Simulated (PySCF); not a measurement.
# TmF2: other functionals and bases at one geometry

Aim: see how levels, charges and forces of TmF2 depend on the level of theory. It is a constructed species; whether it can be made isn't addressed.

Computed with PySCF 2.14.0. Level: several levels, as the steps say, no spin–orbit coupling.

1 further run of the same task is left out (for a known fault of the program).

**1. The system as given**

3 atoms, charge 0, spin multiplicity 1.

Bond lengths: Tm1–F2 2.079 Å, Tm1–F3 2.079 Å. Angles: F2–Tm1–F3 129.7°.

Geometry (Å):

```mol
F2Tm
  3D, bonds by distance, orders not assigned

  3  2  0  0  0  0  0  0  0  0999 V2000
   -0.0000   -0.0000   -0.1563 Tm  0  0
    1.8817   -0.0000    0.7272 F   0  0
   -1.8817    0.0000    0.7272 F   0  0
  1  2  8  0
  1  3  8  0
M  END
```

Formal oxidation states: Tm +2. Each metal's 13 4f electrons lie in its core potential, so multiplicities, spins and levels count the valence alone. An earlier session relaxed this geometry at PBE0, Tm lcecp-0-SVP with ECP59, F def2-SVP (singlet, point group C2v).

At PBE0 on the finer grid: E = -231.926618 Eh, frontier levels not given, since the 4f levels lie in the core, Mulliken charge on Tm1 +1.07 e, largest force component 0.001 eV/Å. 

Levels to run: TPSSh; wB97X; PBE0, TZVP. Hardware: 2 threads of Arm Neoverse V2, shared host.

**2. TPSSh**

run.py (the lines that set the calculation)

```python
mol = gto.M(atom='''
Tm     0.00000     0.00000    -0.15635
F      1.88170     0.00000     0.72724
F     -1.88170     0.00000     0.72724''',
    basis={'Tm': 'lcecp-0-SVP', 'F': 'def2-SVP'},
    ecp={'Tm': 'lcecp-0-SVP'},
    charge=0, spin=0)
mf = dft.RKS(mol, xc='TPSSH')
mf.grids.atom_grid = (75, 302)  # f atoms: unpruned, at least (60, 302)
mf = mf.density_fit()  # fitting sets: Tm AutoAux, F def2-universal-JKFIT
mf.conv_tol = 1e-08; mf.max_cycle = 55
mf.kernel(dm0)  # dm0: the density of the relaxed state
```

Launch:

```sh
$ OMP_NUM_THREADS=2 python run.py
```

**3. wB97X**

run.py (the lines that set the calculation), as its differences from that of step 2:

```diff
@@ -7,3 +7,3 @@
     charge=0, spin=0)
-mf = dft.RKS(mol, xc='TPSSH')
+mf = dft.RKS(mol, xc='WB97X')
 mf.grids.atom_grid = (75, 302)  # f atoms: unpruned, at least (60, 302)
```

**4. PBE0, TZVP**

Basis: Tm lcecp-0-TZVP with ECP59, F def2-TZVP. 

run.py (the lines that set the calculation)

```python
mol = gto.M(atom='''
Tm     0.00000     0.00000    -0.15635
F      1.88170     0.00000     0.72724
F     -1.88170     0.00000     0.72724''',
    basis={'Tm': 'lcecp-0-TZVP', 'F': 'def2-TZVP'},
    ecp={'Tm': 'lcecp-0-TZVP'},
    charge=0, spin=0)
mf = dft.RKS(mol, xc='PBE0')
mf.grids.atom_grid = (75, 302)  # f atoms: unpruned, at least (60, 302)
mf = mf.density_fit()  # fitting sets: Tm AutoAux, F def2-universal-JKFIT
mf.conv_tol = 1e-08; mf.max_cycle = 55
mf.kernel(dm0)  # dm0: free metal ions and neutral atoms
```

Before running it: what results should come out? Wanted: for each run, charge on Tm1; dipole; largest force.

As calculated:

| level | state | charge on Tm1 (e) | dipole (D) | largest force (eV/Å) | basis functions | time |
| --- | --- | --- | --- | --- | --- | --- |
| PBE0 (relaxed here) | singlet | 1.07 | 5.74 | 0.00 | 59 | 2.4 s |
| TPSSh | singlet | 1.03 | 5.63 | 0.11 | 59 | 1.6 s |
| wB97X | singlet | 1.08 | 5.87 | 0.10 | 59 | 1.6 s |
| PBE0, TZVP | singlet | 1.30 | 5.97 | 0.03 | 109 | 4 s |

Times are on 2 threads of Arm Neoverse V2, shared host; the first row also made further properties.

The largest leftover force, 0.11 eV/Å with TPSSh, stands at a geometry relaxed at another level. The Mulliken charge on Tm spans +1.03 to +1.30 e over the levels. With 4f in the core, its levels are missing from HOMO and gap. Total energies of different levels can't be compared. Spin–orbit coupling is left out throughout.
